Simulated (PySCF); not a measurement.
**The bond of TlBi+, level by level**

Aim: find the lowest electronic state of TlBi+, scan its bond at several levels of theory, and get bond length, wavenumber and dissociation energy from each curve.

The runs use PySCF 2.14.0; Tl def2-SVP with ECP60, Bi def2-SVP with ECP60, scalar-relativistic core potentials.

## Step 1: Set-up

A driver script around PySCF takes these settings:

```
atoms                         : Tl, Bi
charge                        : 1
basis                         : Tl def2-SVP with ECP60, Bi def2-SVP with ECP60
Hamiltonian                   : scalar-relativistic core potentials
basis functions               : 52
electrons treated             : 43
masses in u                   : 204.9744, 208.9804
levels                        : PBE0, PBE, r²SCAN, TPSSh, revPBE, PW91, HSE06, HF, MP2, SCS-MP2, CCSD, CCSD(T)
grid                          : 80 radial by 434 angular points
occupations                   : held fixed by the projection of orbital angular momentum
dissociation limit            : Tl+ + Bi, each in its ground configuration
starting distance in angstrom : 2.990
values of 2S to try           : 1, 3
```

The run is started by

```console
OMP_NUM_THREADS=1 python dia.py task.json out
```

Further steps of the session: PBE0 along the bond; Excited determinants; PBE; r²SCAN (meta-GGA); TPSSh; revPBE; PW91 (GGA); HSE06; UHF; Adding correlation.

Before running it: what results should come out? Wanted: for each run, Re; ωe; De; μ.

**Answer**, as computed:

Lowest PBE0 solution found, without spin–orbit coupling: ⁴Σ⁻ (quartet), unpaired electrons σ ↑, π ↑↑. State 2 has its PBE0 minimum 0.54 eV higher, as a spin-mixed determinant (⟨S²⟩ = 1.76), so this is no gap between pure states. State 3 has its PBE0 minimum 0.60 eV higher, as a spin-mixed determinant (⟨S²⟩ = 1.76), so this is no gap between pure states. State 4 has its PBE0 minimum 0.91 eV higher. The other levels ran on the lowest alone.

```
      level  Re (Å)  ωe (cm⁻¹)  De (eV)  μ (D)
        UHF   3.756       34.5    0.182  -5.89
    UHF-MP2   3.478       48.7    0.336    n/a
UHF-SCS-MP2   3.546       44.8    0.289    n/a
   UHF-CCSD   3.510       47.1    0.317    n/a
UHF-CCSD(T)   3.481       48.9    0.337    n/a
        PBE   3.338       58.9     0.63  -2.75
     revPBE   3.419       53.3     0.54  -3.09
       PW91   3.329       59.5     0.66  -2.69
     r²SCAN   3.318       59.7     0.57  -3.07
      TPSSh   3.348       56.5     0.54  -3.14
       PBE0   3.338       58.1     0.53  -3.20
      HSE06   3.332       58.6     0.56  -3.08
```

De is counted to Tl+ + Bi in their ground configurations. A positive dipole points from Tl to Bi; in an ion it is taken about the centre of mass and does not tell which atom is negative.

The methods spread over 0.438 Å in bond length, from r²SCAN to UHF. CCSD(T) can't serve as the judge here: for a weak bond in this basis it is far from its limit. Of the levels with a De here, UHF gives the least (0.182 eV) and PW91 the most (0.66 eV).

Correlated steps freeze 8 core orbitals. These are scalar-relativistic numbers at best; spin–orbit coupling would shift them, the dissociation energy most. With spin–orbit coupling the term label itself may not hold.
